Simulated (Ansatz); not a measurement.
# BFH₄OSi: one species, many methods

An exercise on one series of results from a longer session: the logs are not shown, and one member is left open.

Program: Ansatz 0.2.0, Gaussian basis. Level of theory: functionals in def2-TZVPP, the program's frozen cores in correlated methods. These are calculated values, not measurements.

Plan: LDA (SPW92), PBE-D4, revPBE-D4, BLYP-D4, r2SCAN-D4, B97M-V, PBE0-D4, B3LYP-D4, r2SCANh-D4, r2SCAN0-D4, HSE06-D4, BHLYP-D4, CAM-B3LYP-D4, LC-ωPBE, ωB97X-V, ωB97M-V, B2PLYP, PBE-QIDH; CCSD(T)/def2-SVP; CCSD(T)/def2-TZVPP; MP2/def2-QZVPP; extrapolation to the limit; RPA on PBE.

## The relaxed structure

The geometry comes from an earlier relaxation with PBE0-D4 in a triple-zeta def2 set; it is a stationary point, not always the lowest conformer.

8 atoms, charge 0, spin multiplicity 1.

Atoms are counted from 1 here; the program's logs count them from 0.

Bond lengths: B1–Si2 2.016 Å, B1–H5 1.195 Å, B1–H6 1.198 Å, Si2–O3 1.640 Å, Si2–F4 1.606 Å, Si2–H7 1.479 Å, O3–H8 0.959 Å. Angles: Si2–B1–H5 123.6°, Si2–B1–H6 119.4°, H5–B1–H6 117.0°, B1–Si2–O3 111.2°, B1–Si2–F4 105.4°, B1–Si2–H7 118.0°, O3–Si2–F4 110.8°, O3–Si2–H7 104.5°, F4–Si2–H7 106.9°, Si2–O3–H8 117.9°.

The first run:

The input, in.yaml:

```yaml
crystal:
  periodic: [false, false, false]
  atoms:
    - {symbol: B, position_ang: [-1.305102, 0.293313, 0.268484]}
    - {symbol: Si, position_ang: [0.577899, -0.423890, 0.214759]}
    - {symbol: O, position_ang: [1.578207, 0.593831, -0.592736]}
    - {symbol: F, position_ang: [0.472964, -1.838452, -0.539240]}
    - {symbol: H, position_ang: [-1.952194, 0.377831, 1.269372]}
    - {symbol: H, position_ang: [-1.820907, 0.667160, -0.745961]}
    - {symbol: H, position_ang: [1.263040, -0.672120, 1.502121]}
    - {symbol: H, position_ang: [1.278092, 0.945327, -1.432698]}
basis:
  gaussian: {orbitals: def2-TZVPP}
hamiltonian: {xc: lda}
output: {orbitals: {seedname: orbitals}}
```

Steps of the session up to this table: LDA; PBE-D4 (GGA); revPBE-D4 (GGA); BLYP-D4 (GGA); r2SCAN-D4 (meta-GGA); B97M-V (meta-GGA); PBE0-D4 (hybrid); B3LYP-D4 (hybrid); r2SCANh-D4 (hybrid); r2SCAN0-D4 (hybrid); HSE06-D4 (hybrid); BHLYP-D4 (hybrid); CAM-B3LYP-D4 (range-separated); LC-ωPBE (range-separated); ωB97X-V (range-separated); ωB97M-V (range-separated); B2PLYP (double hybrid); PBE-QIDH (double hybrid).

One table of the session follows, with a row left open; its other results are not shown here.

It belongs to the step «Orbital energies across the functionals». 

```
  functional  HOMO (eV)  LUMO (eV)  gap (eV)
 LDA (SPW92)      -7.02      -4.07      2.95
      PBE-D4      -6.93      -3.75      3.17
   revPBE-D4      -6.88      -3.62      3.26
     BLYP-D4          ?          ?         ?
   r2SCAN-D4      -7.22      -3.40      3.82
      B97M-V      -7.31      -3.55      3.76
     PBE0-D4      -8.28      -2.74      5.54
    B3LYP-D4      -8.09      -2.95      5.14
  r2SCANh-D4      -7.72      -3.06      4.67
  r2SCAN0-D4      -8.47      -2.54      5.93
    HSE06-D4      -7.88      -3.12      4.75
    BHLYP-D4      -9.58      -1.67      7.91
CAM-B3LYP-D4      -9.70      -1.61      8.09
     LC-ωPBE     -11.02      -0.36     10.66
     ωB97X-V     -10.67      -0.47     10.20
     ωB97M-V     -10.48      -0.75      9.73
```

**Question.** Estimate the row for BLYP-D4.

Worked estimate for «HOMO (eV)». Against the share of exact exchange, B3LYP-D4 (0.2, -8.09), BHLYP-D4 (0.5, -9.58) give a slope of -4.97 per unit share; at 0 the line stands at -7.10.

The run gave: HOMO (eV): -6.85; LUMO (eV): -3.58; gap (eV): 3.27. In «HOMO (eV)» the line misses by -0.25.
